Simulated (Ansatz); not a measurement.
# GaP₂H (triplet): from a generated start to a stationary point

Aim: relax a generated start of GaP₂H (triplet) and see which bonds hold.

The runs use Ansatz 0.2.0, Gaussian basis; UKS PBE0/def2-TZVP.

### Step 1. Starting geometry

4 atoms, charge 0, spin multiplicity 3.

Atoms are counted from 1 here; the program's logs count them from 0.

Bond lengths: Ga1–P2 2.443 Å, Ga1–P3 2.618 Å, P2–P3 2.116 Å, P3–H4 1.375 Å. Angles: P2–Ga1–P3 49.3°, Ga1–P2–P3 69.7°, Ga1–P3–P2 61.1°, Ga1–P3–H4 157.5°, P2–P3–H4 96.5°.

Geometry (Å):

```
Ga   -0.91307   -0.61794   -0.00847
P     0.30578    1.49875    0.01510
P     1.65819   -0.12810    0.00351
H     2.80802    0.62564    0.01394
```

The start was built by rule and, where that kept it together, relaxed with GFN2-xTB. Sticks and bond lists go by distance. No spin-orbit coupling is included. 

### Step 2. The run

Contents of in.yaml:

```yaml
crystal:
  periodic: [false, false, false]
  atoms:
    - {symbol: Ga, position_ang: [-0.913070, -0.617944, -0.008469]}
    - {symbol: P, position_ang: [0.305784, 1.498754, 0.015102]}
    - {symbol: P, position_ang: [1.658191, -0.128101, 0.003507]}
    - {symbol: H, position_ang: [2.808020, 0.625644, 0.013940]}
basis:
  gaussian: {orbitals: def2-TZVP}
magnetization: {spin_polarized: true, initial_magnetization: 2}
hamiltonian: {xc: pbe0}
relax: {f_tol: 0.004, max_steps: 80}
```

Command:

```bash
> ansatz run in.yaml --threads 1 --pin off --events-out ev --progress --plain --max-ram 2176MiB
```

**Question.** What will these runs give? Wanted: energy gained; shift from the start; total energy; dipole moment; ⟨S²⟩.

The runs gave:

| quantity | value |
| --- | --- |
| steps | 12 |
| energy gained | 0.124 eV |
| shift from the start (rms) | 0.417 Å |
| total energy | -70957.0570 eV |
| dipole moment | 2.45 D |
| ⟨S²⟩ | 2.017 |

What this shows: By distance, Ga1–P3 opened. Ga1–P3 went from 2.618 to 3.435 Å. No vibrations were run, so this is a stationary point, not a proven minimum, and this spin need not be the ground state's.
